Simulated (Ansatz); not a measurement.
## PdPt3 under changes of volume

One of the cells (15.226 Å³/atom); the others are scaled copies at fixed shape and fractional positions:

```
Pt Pd
1.0
    -1.97194    1.97194    3.91573
     1.97194   -1.97194    3.91573
     1.97194    1.97194   -3.91573
Pt Pd
3 1
Direct
  0.50000 0.50000 0.00000
  0.25000 0.75000 0.50000
  0.75000 0.25000 0.50000
  0.00000 0.00000 0.00000
```

The cell comes from a database or a generator and needn't be the stable form of this composition.

```yaml
Program: Ansatz 0.2.0
Functional: PBEsol
Potentials_or_basis: all-electron LAPW, scalar-relativistic
Cutoff: 269 eV (chosen from the basis error)
Basis_error_allowed: 0.001 eV/atom
k_mesh: 10 × 10 × 10
Occupations: fermi-dirac, width 0.05 eV
Spin: no spin polarisation
```

```tsv
volume (Å³/atom)	energy over the lowest point (meV/atom)	pressure (GPa)
14.313	18.94	11.5
14.617	?	?
14.922	0.00	-0.8
15.226	6.58	-5.8
15.531	22.12	-10.2
15.836	45.49	-14.1
16.140	75.71	-17.4
```

Q: What does the run at 14.617 Å³/atom give?

A: Energy over the lowest point 3.64 meV/atom; pressure 5.0 GPa.

Worked out: A Birch-Murnaghan fit of order 3 (a polynomial in V^(-2/3)) to the other rows has its minimum at 14.87 Å³/atom with B0 = V·E''(V) = 268 GPa and B' = 5.4 at fixed shape and positions, which overstates the stiffness. It gives 3.67 meV/atom at 14.617 Å³/atom, against the run's 3.64, and -dE/dV = 4.9 GPa, against 5.0.

Energies are extrapolated to zero smearing.
